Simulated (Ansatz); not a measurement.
# CO2: the cost of one run

All numbers below are computed with Ansatz 0.2.0 (DFT PBEsol, plane waves, PAW, scalar-relativistic, no spin polarisation).

### 1 The starting structure

The cell holds 30 atoms (C10O20): a = 8.707 Å, b = 8.707 Å, c = 8.707 Å, α = 90.00°, β = 90.00°, γ = 90.00°.

Its coordinates follow in the input file.

### 2 Relaxing the start

input.yaml reads:

```yaml
crystal:
  lattice:
    - [8.706588, 0.0, 0.0]
    - [0.0, 8.706588, 0.0]
    - [0.0, 0.0, 8.706588]
  atoms:
    - { symbol: C, position: [0.1070453, 0.1136591, 0.5395059] }
    - { symbol: O, position: [0.0889265, 0.2098055, 0.6330692] }
    - { symbol: O, position: [0.1251641, 0.0175128, 0.4459426] }
    - { symbol: C, position: [0.0230902, 0.3394656, 0.1617743] }
    - { symbol: O, position: [-0.029192, 0.2672047, 0.2636145] }
    - { symbol: O, position: [0.0753724, 0.4117266, 0.059934] }
    - { symbol: C, position: [0.566221, 0.0476746, 0.0056616] }
    - { symbol: O, position: [0.5449174, 0.0950281, 0.1306828] }
    - { symbol: O, position: [0.5875246, 0.0003212, -0.1193597] }
    - { symbol: C, position: [0.9774401, 0.6389677, 0.7805586] }
    - { symbol: O, position: [0.9478272, 0.5884315, 0.9026065] }
    - { symbol: O, position: [1.007053, 0.6895039, 0.6585108] }
    - { symbol: C, position: [0.2574989, 0.0551745, 0.0127432] }
    - { symbol: O, position: [0.2760363, -0.0119148, 0.1288548] }
    - { symbol: O, position: [0.2389615, 0.1222637, -0.1033684] }
    - { symbol: C, position: [0.6558619, 0.328708, 0.801936] }
    - { symbol: O, position: [0.6511728, 0.3375416, 0.9369415] }
    - { symbol: O, position: [0.6605509, 0.3198744, 0.6669305] }
    - { symbol: C, position: [0.5298073, 0.6645203, 0.4506227] }
    - { symbol: O, position: [0.6223005, 0.7380825, 0.3845915] }
    - { symbol: O, position: [0.4373141, 0.5909581, 0.5166539] }
    - { symbol: C, position: [0.97671, 0.967622, 0.103054] }
    - { symbol: O, position: [0.9560471, 0.9698867, 0.236824] }
    - { symbol: O, position: [0.9973728, 0.9653574, -0.030716] }
    - { symbol: C, position: [0.3850589, 0.7014748, 0.9530134] }
    - { symbol: O, position: [0.4610235, 0.7101323, 1.0647315] }
    - { symbol: O, position: [0.3090943, 0.6928173, 0.8412953] }
    - { symbol: C, position: [0.1592067, 0.6077283, 0.368127] }
    - { symbol: O, position: [0.1121157, 0.7266897, 0.3238877] }
    - { symbol: O, position: [0.2062977, 0.4887668, 0.4123662] }
basis:
  ecutwfc: 420.0
kpoints:
  mp_grid: { grid: [1, 1, 1] }
hamiltonian:
  xc: pbesol
scf:
  occupations: { method: fermi_dirac, width: 0.05 }
  lower_state_search: "off"
relax:
  f_tol: 0.3
  max_steps: 15
  adjacent_minimum: "off"
```

Command:

```bash
$ ansatz run input.yaml --threads 1 --pin off --max-ram 3072MiB --backend cpu --events-out ev --progress --plain --runs-dir out
```

What time and memory should one allow on 1 thread of AMD EPYC 7B13 (Zen 3), shared host?

About 47 s, with a peak of 0.63 GiB.
